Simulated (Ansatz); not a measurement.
# AlNH3OF (SMILES [NH2][Al]([OH])[F]): PBE/cc-pVDZ

Aim: the vertical ionisation energy of AlNH3OF at PBE/cc-pVDZ, from 2 runs. 

The calculation is run with Ansatz 0.2.0.

126 further runs of the same task are left out: 126 set aside as unsound or not needed.

### Step 1. The molecule

AlNH3OF has 7 atoms, charge 0, and is taken as a singlet. SMILES: `[NH2][Al]([OH])[F]`. The coordinates come from a PBE0-D4/def2-TZVP relaxation. This is one conformer, not always the lowest.

Bond lengths: N1–Al2 1.755 Å, Al2–O3 1.685 Å, Al2–F4 1.644 Å, N1–H5 1.006 Å, N1–H6 1.006 Å, O3–H7 0.954 Å. Angles: N1–Al2–O3 124.9°, N1–Al2–F4 118.1°, O3–Al2–F4 117.0°, Al2–N1–H5 123.7°, Al2–N1–H6 125.7°, Al2–O3–H7 124.9°, H5–N1–H6 110.6°.

### Step 2. The energy at PBE/cc-pVDZ

Input file in.yaml:

```yaml
crystal:
  periodic: [false, false, false]
  atoms:
    - {symbol: N, position_ang: [-0.569800, 0.926800, -0.530800]}
    - {symbol: Al, position_ang: [-0.133300, -0.630000, 0.151800]}
    - {symbol: O, position_ang: [1.368400, -1.004200, 0.819000]}
    - {symbol: F, position_ang: [-1.265600, -1.822100, 0.146500]}
    - {symbol: H, position_ang: [-1.473200, 1.130200, -0.925100]}
    - {symbol: H, position_ang: [0.029600, 1.732300, -0.586700]}
    - {symbol: H, position_ang: [2.105200, -0.401000, 0.879500]}
basis:
  gaussian:
    orbitals: cc-pVDZ
hamiltonian:
  xc: {name: PBE}
total_charge: 0
output: {orbitals: {seedname: orbitals}}
accuracy: high
```

Command:

```sh
$ ansatz run in.yaml --threads 1 --pin off --max-ram 3480MiB --events-out events.jsonl --progress --plain --runs-dir runs
```

Log:

```text
Warning: RAYON_NUM_THREADS=1 ignored (pool sized by the plan → 1); use --threads N
Functional definition: PBE
  name "PBE"
  parameter kappa = 0.804
  parameter beta = 0.06672455060314922
  exchange = pbe_x(kappa = kappa, mu = beta*pi^2/3)
  correlation = pbe_c(beta = beta)
1649 factors; integrals over basis functions are off by at most 3.7e-9 eV
mean field evaluation 1: about -12877.9323 eV, gradient 9.2e1 eV
mean field evaluation 2: about -12831.9209 eV, gradient 1.7e2 eV
mean field evaluation 4: about -12893.1671 eV, gradient 1.4e1 eV
mean field evaluation 8: about -12893.5117 eV, gradient 7.5e-1 eV
mean field evaluation 16: about -12893.5127 eV, gradient 1.8e-5 eV
mean field -12893.51267473 eV, -473.8278512597 hartree, gradient 6.7e-9 eV, S^2 0.000000; 0 other end points of the search recorded, 0 dependent functions left out
reference -12893.51267868 eV, -473.8278514047 hartree; 20, 20 occupied and 55, 55 virtual orbitals, 1649 factors
Total energy: -12893.51267868 eV, -473.8278514047 hartree
```

Wall time 5.1 s (1 thread of Arm Neoverse V1, shared host); peak memory 0.18 GiB.

### Step 3. The doublet cation

Input file run.yaml:

```yaml
crystal:
  periodic: [false, false, false]
  atoms:
    - symbol: N
      position_ang: [-0.569800, 0.926800, -0.530800]
    - symbol: Al
      position_ang: [-0.133300, -0.630000, 0.151800]
    - symbol: O
      position_ang: [1.368400, -1.004200, 0.819000]
    - symbol: F
      position_ang: [-1.265600, -1.822100, 0.146500]
    - symbol: H
      position_ang: [-1.473200, 1.130200, -0.925100]
    - symbol: H
      position_ang: [0.029600, 1.732300, -0.586700]
    - symbol: H
      position_ang: [2.105200, -0.401000, 0.879500]
basis:
  gaussian:
    orbitals: cc-pVDZ
total_charge: 1
magnetization:
  spin_polarized: true
  initial_magnetization: 1
hamiltonian:
  xc: pbe
accuracy: high
output: {orbitals: {seedname: orbitals}}
```

Command:

```sh
$ ansatz run run.yaml --threads 1 --pin off --max-ram 3480MiB --events-out events.jsonl --progress --plain --runs-dir runs
```

Log (excerpt; [...] marks lines left out):

```text
Warning: RAYON_NUM_THREADS=1 ignored (pool sized by the plan → 1); use --threads N
[... 6 set-up lines as earlier in the session ...]
1646 factors; integrals over basis functions are off by at most 3.8e-9 eV
mean field evaluation 1: about -12860.5298 eV, gradient 8.1e1 eV
mean field evaluation 2: about -12696.5677 eV, gradient 1.9e2 eV
mean field evaluation 4: about -12871.9261 eV, gradient 4.7e1 eV
mean field evaluation 8: about -12883.6754 eV, gradient 2.3e0 eV
mean field evaluation 16: about -12883.7024 eV, gradient 1.8e-3 eV
mean field evaluation 32: about -12878.1870 eV, gradient 2.4e1 eV
mean field -12883.70241186 eV, -473.4673307487 hartree, gradient 3.0e-8 eV, S^2 0.754754; 4 other end points of the search recorded, 0 dependent functions left out
reference -12883.70241602 eV, -473.4673309015 hartree; 20, 19 occupied and 55, 56 virtual orbitals, 1646 factors
Total energy: -12883.70241602 eV, -473.4673309015 hartree
```

Run time: 18 s. Hardware: 1 thread of Arm Neoverse V1, shared host; peak memory 0.25 GiB.

### Step 4. Summary of results

At PBE/cc-pVDZ:

| quantity | value |
| --- | --- |
| singlet AlNH3OF: total energy | -473.82785 Eh |
| singlet AlNH3OF: HOMO energy | -5.93 eV |
| singlet AlNH3OF: LUMO energy | -0.97 eV |
| singlet AlNH3OF: HOMO–LUMO gap | 4.96 eV |
| doublet cation: total energy | -473.46733 Eh |
| doublet cation: HOMO energy (highest over α and β) | -13.91 eV |
| doublet cation: LUMO energy (lowest over α and β) | -13.53 eV |
| doublet cation: ⟨S²⟩ | 0.755 |
| vertical ionisation energy (to the doublet cation) | 9.810 eV |

In words: The vertical ionisation energy comes to 9.81 eV (226 kcal/mol). −ε(HOMO) before ionisation, 5.93 eV, is 3.88 eV below this ionisation energy.
